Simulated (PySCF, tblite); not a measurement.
# CH₂BF₃S− (doublet): geometry, infrared bands and EPR parameters

Aim: predict the infrared bands and EPR parameters of CH₂BF₃S− (doublet) (`[BH2-]SC(F)(F)F`).

Computed with tblite 0.8.0 and PySCF 2.14.0, with density-fitted response routines of our own, on a single molecule in the gas phase. Atoms are numbered from 0 throughout.

## (1) The starting structure

8 atoms, charge -1, multiplicity 2; geometry from: force field or distance geometry start.

Bonds of the start (Å): B0–S1 1.89, S1–C2 1.79, C2–F3 1.40, C2–F4 1.40, C2–F5 1.37, B0–H6 1.19, B0–H7 1.19.

## (2) Optimising the geometry with GFN2-xTB

What the job is given:

```
{"job": {"kind": "relax", "xc": "GFN2-xTB", "basis": "xTB"}, "charge": -1, "multiplicity": 2}
B      1.809200     0.076500     0.093700
S      0.256500    -0.889100    -0.380300
C     -1.270300    -0.113700     0.148500
F     -1.464900     1.155700    -0.397800
F     -2.346200    -0.892900    -0.285800
F     -1.399100    -0.052400     1.508800
H      2.723500    -0.478900    -0.433400
H      1.700500     1.204300    -0.278300
```

Launch:

```
> OMP_NUM_THREADS=1 python probes_run.py task.json out
```

The driver reads the jobs from task.json and runs them one after another.

The program printed:

```text
step      E/eV     max force
  0    -598.76296    1.541
  1    -598.85630    1.080
  2    -598.97059    0.894
  3    -599.00601    0.678
  4    -599.11518    1.407
  5    -599.27217    3.076
  6    -599.28871    3.574
  7    -599.50347    2.605
  8    -599.66289    1.249
  9    -599.78498    0.736
 10    -599.81867    0.645
 11    -599.85896    0.626
 12    -599.89259    0.504
 13    -599.90874    0.303
 14    -599.91753    0.358
 15    -599.93080    0.480
 16    -599.94173    0.438
 17    -599.94969    0.375
 18    -599.95567    0.260
 19    -599.96197    0.268
 20    -599.96985    0.312
 21    -599.97815    0.357
 22    -599.98444    0.282
 23    -599.98970    0.225
 24    -599.99472    0.289
 25    -599.99830    0.228
 26    -600.00061    0.108
 27    -600.00170    0.084
 28    -600.00225    0.076
 29    -600.00267    0.054
 30    -600.00289    0.044
 31    -600.00310    0.045
 32    -600.00348    0.085
 33    -600.00431    0.149
 34    -600.00607    0.213
 35    -600.00900    0.269
 36    -600.01204    0.270
 37    -600.01468    0.145
 38    -600.01587    0.117
 39    -600.01621    0.078
 40    -600.01661    0.067
 41    -600.01691    0.037
 42    -600.01703    0.035
 43    -600.01715    0.030
 44    -600.01728    0.040
 45    -600.01757    0.051
 46    -600.01800    0.054
 47    -600.01844    0.045
 48    -600.01872    0.044
 49    -600.01891    0.056
 50    -600.01907    0.052
 51    -600.01923    0.036
 52    -600.01938    0.031
 53    -600.01946    0.020
 54    -600.01949    0.014
 55    -600.01950    0.011
 56    -600.01951    0.008
```

Wall time 0.23 s (1 thread of Arm Neoverse V1, shared host).

Along the way: (not every step is listed)

| step | energy from step 0 (eV) | largest force (eV/Å) |
| --- | --- | --- |
| 0 | 0.0000 | 1.5413 |
| 1 | -0.0933 | 1.0799 |
| 2 | -0.2076 | 0.8939 |
| 3 | -0.2430 | 0.6777 |
| 4 | -0.3522 | 1.4066 |
| 5 | -0.5092 | 3.0758 |
| 6 | -0.5258 | 3.5739 |
| 7 | -0.7405 | 2.6048 |
| 8 | -0.8999 | 1.2491 |
| 12 | -1.1296 | 0.5037 |
| 16 | -1.1788 | 0.4377 |
| 20 | -1.2069 | 0.3122 |
| 24 | -1.2318 | 0.2889 |
| 28 | -1.2393 | 0.0763 |
| 32 | -1.2405 | 0.0848 |
| 36 | -1.2491 | 0.2700 |
| 40 | -1.2536 | 0.0671 |
| 44 | -1.2543 | 0.0401 |
| 48 | -1.2558 | 0.0439 |
| 51 | -1.2563 | 0.0359 |
| 52 | -1.2564 | 0.0312 |
| 53 | -1.2565 | 0.0197 |
| 54 | -1.2565 | 0.0136 |
| 55 | -1.2565 | 0.0108 |
| 56 | -1.2565 | 0.0081 |

Distances of close pairs at the start and the end, largest changes first:

| bond | before (Å) | after (Å) | change (Å) |
| --- | --- | --- | --- |
| S1–C2 | 1.792 | 2.508 | +0.716 |
| B0–S1 | 1.889 | 1.726 | -0.163 |
| C2–F4 | 1.398 | 1.371 | -0.027 |
| C2–F3 | 1.396 | 1.371 | -0.025 |
| B0–H7 | 1.193 | 1.177 | -0.015 |
| B0–H6 | 1.193 | 1.184 | -0.009 |
| C2–F5 | 1.368 | 1.371 | +0.003 |

The next job starts from the end point, and lists it.

## (3) Harmonic vibrations with GFN2-xTB

What the job is given:

```
{"job": {"kind": "ir", "xc": "GFN2-xTB", "basis": "xTB"}, "charge": -1, "multiplicity": 2}
B      1.791254    -0.022227    -0.248267
S      0.684694    -1.303547    -0.583336
C     -1.381669    -0.083255     0.144476
F     -1.462632     1.175826    -0.391051
F     -2.573659    -0.681424    -0.171408
F     -1.421988     0.100306     1.502404
H      2.945635    -0.193104    -0.446338
H      1.427422     1.016838     0.168955
```

The program printed:

```text
mode    cm-1     km/mol
  1      23.4      1.63
  2      82.0      0.38
  3      87.8      0.43
  4     130.4      1.19
  5     153.4      0.14
  6     219.8      1.59
  7     435.8      2.96
  8     436.5      2.92
  9     582.3     32.26
 10     790.6    133.12
 11     801.9     11.97
 12     887.2      3.63
 13     975.0    241.41
 14     975.5    288.09
 15     990.8    424.44
 16    1182.3    155.99
 17    2489.2    292.85
 18    2551.8    139.81
```

Wall time 0.15 s (1 thread of Arm Neoverse V1, shared host).

Which atoms move in the most intense modes:

| cm⁻¹ | km/mol | atoms |
| --- | --- | --- |
| 582 | 32.3 | F4 25 %, F3 25 %, F5 25 %, C2 25 % |
| 791 | 133.1 | H6 39 %, H7 36 %, B0 25 % |
| 975 | 241.4 | C2 72 %, F4 12 %, F5 12 % |
| 976 | 288.1 | C2 72 %, F3 17 % |
| 991 | 424.4 | C2 61 %, F4 18 %, F3 10 %, F5 10 % |
| 1182 | 156.0 | H6 42 %, H7 40 %, B0 17 % |
| 2489 | 292.9 | H6 92 % |
| 2552 | 139.8 | H7 92 % |

The optimised geometry no longer has the bonds of the starting formula, so what follows describes that rearranged structure.

## (4) EPR parameters: B3LYP/pcH-1

The job, as its differences from that of step 3:

```diff
@@ -1,2 +1,2 @@
-{"job": {"kind": "ir", "xc": "GFN2-xTB", "basis": "xTB"}, "charge": -1, "multiplicity": 2}
+{"job": {"kind": "epr", "basis": "pcH-1"}, "charge": -1, "multiplicity": 2}
 B      1.791254    -0.022227    -0.248267
```

Method: UKS B3LYP, pcH-1 on B C F H S, non-relativistic, mean-field spin-orbit, GIAO.

The program printed:

```text
UKS, coarse grid
  cycle   1  E = -761.76609534  |g| = 6.49e-01
  cycle   2  E = -761.54601591  |g| = 1.06e+00
  cycle   3  E = -761.91446414  |g| = 6.81e-02
  cycle   4  E = -761.91626830  |g| = 3.30e-02
  cycle   5  E = -761.91680001  |g| = 1.06e-02
  cycle   6  E = -761.91685839  |g| = 4.54e-03
  cycle   7  E = -761.91687097  |g| = 8.35e-04
  cycle   8  E = -761.91687102  |g| = 6.49e-04
UKS, final grid
  cycle   1  E = -761.91689210  |g| = 9.10e-04
  cycle   2  E = -761.91689168  |g| = 1.41e-03
  cycle   3  E = -761.91689247  |g| = 1.07e-04
  cycle   4  E = -761.91689248  |g| = 2.44e-05
E = -761.91689248 Eh   <S^2> = 0.7543 (exact 0.7500)
g shifts (ppm)      1          2          3
  rmc          -299       -299       -299
  gc             88         75        128
  oz_so        -232        895       6295
  total        -443        671       6124
hyperfine (MHz)  atom isotope    a_iso     a_fc   dipolar eigenvalues
    0   11B     -15.61     -15.61     -3.61      0.35      3.26
    1   33S      99.18      99.70    -45.07    -39.53     84.60
    2   13C     915.87     915.92    -44.90    -44.83     89.73
    3   19F     243.44     242.66    -97.93    -93.43    191.36
    4   19F     233.85     233.13    -97.68    -93.86    191.54
    5   19F     225.64     224.86    -94.88    -90.75    185.63
    6    1H      38.20      38.20     -2.78     -1.07      3.85
    7    1H      27.87      27.88     -3.43     -1.68      5.11
```

Run time: 28 s. Hardware: 1 thread of Arm Neoverse V1, shared host; peak memory 0.66 GiB.

Principal g values 2.00188, 2.00299, 2.00844; g(iso) = 2.00444, against 2.00232 for a free electron.

Hyperfine couplings, nucleus by nucleus at this fixed geometry (no averaging over rotations):

| nuclei | isotope | a(iso) (MHz) | a(iso) (G, at g = 2.0023) | largest dipolar term (MHz) |
| --- | --- | --- | --- | --- |
| C2 | 13C | 915.9 | 326.8 | 89.7 |
| F3 | 19F | 243.4 | 86.9 | 191.4 |
| F4 | 19F | 233.8 | 83.4 | 191.5 |
| F5 | 19F | 225.6 | 80.5 | 185.6 |
| S1 | 33S | 99.2 | 35.4 | 84.6 |
| H6 | 1H | 38.2 | 13.6 | 3.8 |
| H7 | 1H | 27.9 | 9.9 | 5.1 |
| B0 | 11B | -15.6 | -5.6 | -3.6 |

Mulliken spin populations:

| atom | value (e) |
| --- | --- |
| B0 | -0.05 |
| S1 | 0.42 |
| C2 | 0.50 |
| F3 | 0.02 |
| F4 | 0.02 |
| F5 | 0.02 |
| H6 | 0.02 |
| H7 | 0.03 |

Orbitals, density, ELF and potential are computed afterwards from the orbital file.

ELF in a plane through or near 6 of the atoms.

Ten even steps from '0' (0.00) to '9' (1.00):
```
0000000000000000000000000000
0000000001222100000000000000
0000000025666420000000000000
0000000157888752000000000000
0000000158998873000110000000
0000000047843784001442000000
0001221026337383003886200000
0005898536613463644778400000
0028999964886638956778510000
0039999938264239482666300000
0039999928242027252223200000
0017999757995002342000000000
0002453279999000221000000000
0000000189999101121000000000
0000000179999100110000000000
0000000048986100000000000000
0000000014552000000000000000
0000000000000000000000000000
0000000000000000000000000000
0000000000000000000000000000
```
The map spans 11.2 Å across and 8.0 Å up, centred on the molecule. Atoms in the plane (x, y in Å): B0 (-1.8, 0.0), S1 (-0.8, 1.4), C2 (1.4, 0.1), F4 (2.5, 0.8), H6 (-3.0, 0.2), H7 (-1.4, -1.1).

On the surface of density 0.002 e/bohr³ the electrostatic potential runs, from the 1st to the 99th percentile, from -5.24 V near F5 to -3.89 V near H6.

The spin density lies nearest to C2 41 %; S1 39 %.

## (5) Summary of results

| quantity | value |
| --- | --- |
| strongest single infrared mode (GFN2-xTB) | 991 cm⁻¹, 424 km/mol |
| zero-point energy (GFN2-xTB) | 19.7 kcal/mol |
| g(iso) (B3LYP) | 2.00444 |
| ⟨S²⟩ | 0.754 (exact 0.75) |
| largest a(iso) | 13C on C2, 915.9 MHz |

**Reading.** Over 56 steps the energy fell by 1.257 eV; of the close pairs, S1–C2 changed most, 1.792 to 2.508 Å. The frame itself reshapes: S1···C2 goes from 1.79 to 2.51 Å. All 18 modes are real, so the xTB geometry is a minimum. The strongest single mode, at 991 cm⁻¹, moves mainly C2. Unscaled tight-binding wavenumbers are off by several per cent, some by more. Its intensities can rank the bands wrongly. The structure rearranged or came apart on optimisation; the results belong to the end geometry, not to the formula as drawn. The largest spin populations lie on C2 (0.50 e), S1 (0.42 e). The isotropic g lies 2.1 ppt above the free-electron value. The records flag this anion as possibly unbound in the gas phase, so the basis may hold the extra electron. The conformer search found further structures of the same energy, which may be mirror or relabelled copies of this one.
